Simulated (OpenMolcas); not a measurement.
# SeGa: electronic states by CASSCF, CASPT2 and spin–orbit RASSI

Aim: the low electronic states of SeGa, first without spin–orbit coupling and then as Ω levels, at one distance and along the bond.

Computed with OpenMolcas 26.06. Level: SA-CASSCF(7,7), XMS-CASPT2, RASSI; ANO-RCC-VTZP.

All values are calculated.

## Step 1: Input

C2 symmetry about the axis (a holds Σ, Δ, Γ; b holds Π, Φ, H; Σ⁺ and Σ⁻ are not told apart); roots by multiplicity and irrep: 2b 8, 2a 7, 4a 4, 4b 4.

Active shells: Se 4p, Ga 4s 4p.

m.inp reads:

```
&GATEWAY
Coord
2
angstrom
Se 0.0 0.0 0.0
Ga 0.0 0.0 2.4590
Basis=ANO-RCC-VTZP
Group=XY
RX2C
AMFI
ANGMom
0.0 0.0 0.0
RICD
&SEWARD
&GUESSORB
&RASSCF
FileOrb=$CurrDir/o22.orb
Symmetry=2
Spin=2
nActEl=7 0 0
Inactive=17 12
RAS2=3 4
CIRoot=8 8 1
Linear
Iterations=120 100
OrbListing=Nothing
PRWF=0.15
>>COPY $Project.RasOrb $CurrDir/o22.orb
>>COPY $Project.rasscf.h5 $CurrDir/r22.h5
&CASPT2
XMultistate=all
Imaginary=0.2
IPEA=0.25
MaxIter=40
>>COPY $Project.JobMix JOB001
&RASSCF
FileOrb=$CurrDir/o21.orb
Symmetry=1
Spin=2
nActEl=7 0 0
Inactive=17 12
RAS2=3 4
CIRoot=7 7 1
Linear
Iterations=120 100
OrbListing=Nothing
PRWF=0.15
>>COPY $Project.RasOrb $CurrDir/o21.orb
>>COPY $Project.rasscf.h5 $CurrDir/r21.h5
&CASPT2
XMultistate=all
Imaginary=0.2
IPEA=0.25
MaxIter=40
>>COPY $Project.JobMix JOB002
&RASSCF
FileOrb=$CurrDir/o41.orb
Symmetry=1
Spin=4
nActEl=7 0 0
Inactive=17 12
RAS2=3 4
CIRoot=4 4 1
Linear
Iterations=120 100
OrbListing=Nothing
PRWF=0.15
>>COPY $Project.RasOrb $CurrDir/o41.orb
>>COPY $Project.rasscf.h5 $CurrDir/r41.h5
&CASPT2
XMultistate=all
Imaginary=0.2
IPEA=0.25
MaxIter=40
>>COPY $Project.JobMix JOB003
&RASSCF
FileOrb=$CurrDir/o42.orb
Symmetry=2
Spin=4
nActEl=7 0 0
Inactive=17 12
RAS2=3 4
CIRoot=4 4 1
Linear
Iterations=120 100
OrbListing=Nothing
PRWF=0.15
>>COPY $Project.RasOrb $CurrDir/o42.orb
>>COPY $Project.rasscf.h5 $CurrDir/r42.h5
&CASPT2
XMultistate=all
Imaginary=0.2
IPEA=0.25
MaxIter=40
>>COPY $Project.JobMix JOB004
&RASSI
Nr of JobIphs=4 8 7 4 4
1 2 3 4 5 6 7 8
1 2 3 4 5 6 7
1 2 3 4
1 2 3 4
SpinOrbit
EJob
Omega
MEES
MESO
Properties=4
'AngMom' 3 'Mltpl  1' 1 'Mltpl  1' 2 'Mltpl  1' 3
Thrs=1.0d-4
>>COPY $Project.rassi.h5 $CurrDir/so.h5
```

Each module block was a call of its own in one work directory; start orbitals came from a preliminary run.

Started as:

```bash
pymolcas m.inp
```

## Step 2: The spin-free blocks

Further steps of the session: From Λ–S states to Ω levels.

**Question.** What will these runs give? Wanted: lowest spin-free state; next spin-free state; lowest level; next level; lowering by spin–orbit coupling.

The runs gave:

| quantity | value |
| --- | --- |
| lowest spin-free state | (1)2Π |
| next spin-free state | (1)2Σ, 0.065 eV |
| lowest level | Ω = 3/2, 100 % (1)2Π |
| next level | Ω = 1/2, 650 cm⁻¹ |
| lowering by spin–orbit coupling | 774 cm⁻¹ |

What this shows: At 2.459 Å the lowest computed level has Ω = 3/2 and is 100 % (1)2Π. The levels that stem mainly from (1)2Π spread over 2132 cm⁻¹. Only the spin multiplicities and numbers of roots in the input were computed, so the list of states is not complete and the lowest one found need not be the ground state; labels number the states computed.
